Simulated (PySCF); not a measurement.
# C2H4Br2 (1,1-dibromoethane): the cost of one run

Computed with PySCF 2.14.0, with density-fitted response routines of our own, on a single molecule in the gas phase. Atoms are numbered from 0 throughout.

### Step 1. The starting structure

8 atoms, charge 0, multiplicity 1; geometry from: GFN2-xTB. The atoms were then displaced at random by about 0.01 Å, so the start is not that level's minimum.

Bonds of the start (Å): C0–C1 1.48, C1–Br2 1.96, C1–Br3 1.97, C0–H4 1.11, C0–H5 1.07, C0–H6 1.09, C1–H7 1.09.

### Step 2. Relaxing the molecule at PBE0-D3(BJ)/def2-TZVP

What the job is given:

```
{"job": {"xc": "PBE0", "basis": "def2-TZVP", "d3": "d3bj", "grid": 2, "shake": 0.01, "kind": "geom"}, "charge": 0, "multiplicity": 1}
C     -0.824880    -0.046010     0.017730
C      0.649540     0.026070     0.151810
Br     1.376490     1.580310    -0.795710
Br     1.514790    -1.602560    -0.545240
H     -1.289160     0.882070     0.410610
H     -1.242050    -0.873980     0.555190
H     -1.125730    -0.110730    -1.032300
H      0.996150     0.125670     1.185440
```

Command:

```console
$ OMP_NUM_THREADS=1 python probes_run.py task.json out
```

One launch serves the whole session: the jobs run in the order shown.

**Question.** How long does this first job take on 1 thread of Intel Xeon Platinum 8259CL at 2.50GHz, shared host, and how much memory does it need?

About 2.5 min, with a peak of 0.79 GiB.
